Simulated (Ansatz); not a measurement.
# Zr2Sb3Pd: how the settings move a single-point run

Question: which choices in the input matter for Zr2Sb3Pd?

Program: Ansatz 0.2.0. Level of theory: reference: DFT, r2SCAN, all-electron PAW with datasets made for the crystal, scalar-relativistic. These are calculated values, not measurements.

**1. The starting structure**

It takes space group P-4m2 (No. 115, tetragonal). Conventional cell: a = 3.961 Å, b = 3.961 Å, c = 8.739 Å, α = 90.00°, β = 90.00°, γ = 90.00°. Around Zr (site symmetry 2mm) lie 7 Sb at 3.00 to 3.11 Å and 2 Pd at 3.02 Å. Sb (site symmetry 2mm) is surrounded by 5 Zr at 3.00 to 3.11 Å. Sb (site symmetry -4m2) has 4 Pd at 2.80 Å and 4 Zr at 3.02 Å as nearest neighbours. Pd (site symmetry -4m2) has 4 Sb at 2.80 Å and 4 Zr at 3.02 Å as nearest neighbours.

As a file:

```cif
data_structure
_symmetry_space_group_name_H-M 'P 1'
_symmetry_Int_Tables_number 1
_cell_length_a 3.9613
_cell_length_b 3.9613
_cell_length_c 8.7389
_cell_angle_alpha 90.000
_cell_angle_beta 90.000
_cell_angle_gamma 90.000
_cell_volume 137.13
loop_
_atom_site_label
_atom_site_type_symbol
_atom_site_fract_x
_atom_site_fract_y
_atom_site_fract_z
_atom_site_occupancy
Zr1 Zr 0.50000 0.00000 0.73919 1
Zr2 Zr 0.00000 0.50000 0.26081 1
Sb1 Sb 0.50000 0.00000 0.38377 1
Sb2 Sb 0.00000 0.50000 0.61623 1
Sb3 Sb 0.00000 0.00000 0.00000 1
Pd1 Pd 0.50000 0.50000 0.00000 1
```

**2. Baseline**

The input, input.yaml:

```yaml
crystal:
  lattice:
    - [3.96126, 0.0, 0.0]
    - [0.0, 3.96126, 0.0]
    - [0.0, 0.0, 8.738917]
  atoms:
    - { symbol: Zr, position: [0.5, 0.0, 0.739193] }
    - { symbol: Zr, position: [0.0, 0.5, 0.260807] }
    - { symbol: Sb, position: [0.5, 0.0, 0.383774] }
    - { symbol: Sb, position: [0.0, 0.5, 0.616226] }
    - { symbol: Sb, position: [0.0, 0.0, 0.0] }
    - { symbol: Pd, position: [0.5, 0.5, 0.0] }
kpoints:
  mp_grid: { grid: [8, 8, 4] }
  band_path:
    path:
      - [0.0, 0.0, 0.0]
      - [0.0, 0.5, 0.0]
      - [0.5, 0.5, 0.0]
      - [0.0, 0.0, 0.0]
      - [0.0, 0.0, 0.5]
      - [0.0, 0.5, 0.5]
      - [0.5, 0.5, 0.5]
      - [0.0, 0.0, 0.5]
      - [0.0, 0.5, 0.0]
    npoints: 8
scf:
  occupations: { method: fermi_dirac, width: 0.05 }
hamiltonian:
  xc: r2scan
  pseudopotentials: { kind: all_electron, datasets: crystal }
output:
  forces: true
  stress: true
  eigenvalues: true
  efg: { contact_densities: true }
```

The run is started by

```bash
ansatz run input.yaml --threads 2 --pin off --max-ram 6144MiB --backend cpu --events-out ev --progress --plain --runs-dir out
```

**3. The same system, input altered**

Changes to input.yaml since step 2:

```diff
@@ -36 +36,4 @@
   efg: { contact_densities: true }
+basis:
+  xc_grid: 1
+accuracy: high
```

(Steps that only read results are left out.)

Before running it: what results should come out? Wanted: for each run, ending; energy change.

**Answer**, as computed:

| run | ending | energy change | cycles | time |
| --- | --- | --- | --- | --- |
| reference | converged | - | 14 | 2.9 min |
| 1: xc_grid 1, accuracy high | refused | - | - | 0.03 s |

Residual by cycle in the longest SCF loop of each run; runs are numbered as in the table. The quantity is the density residual dr2, in eV.

| cycle | reference |
| --- | --- |
| 1 | 1.81 |
| 2 | 0.479 |
| 3 | 0.556 |
| 5 | 0.0053 |
| 6 | 0.00363 |
| 7 | 7.5e-4 |
| 8 | 5.3e-4 |
| 9 | 1.0e-4 |
| 10 | 2.0e-4 |
| 12 | 1.7e-5 |
| 13 | 2.5e-7 |
| 14 | 3.1e-8 |

**Reading.** With the changed numerical grids and accuracy level the run ends refused. 1 of the 1 altered inputs did not end normally.
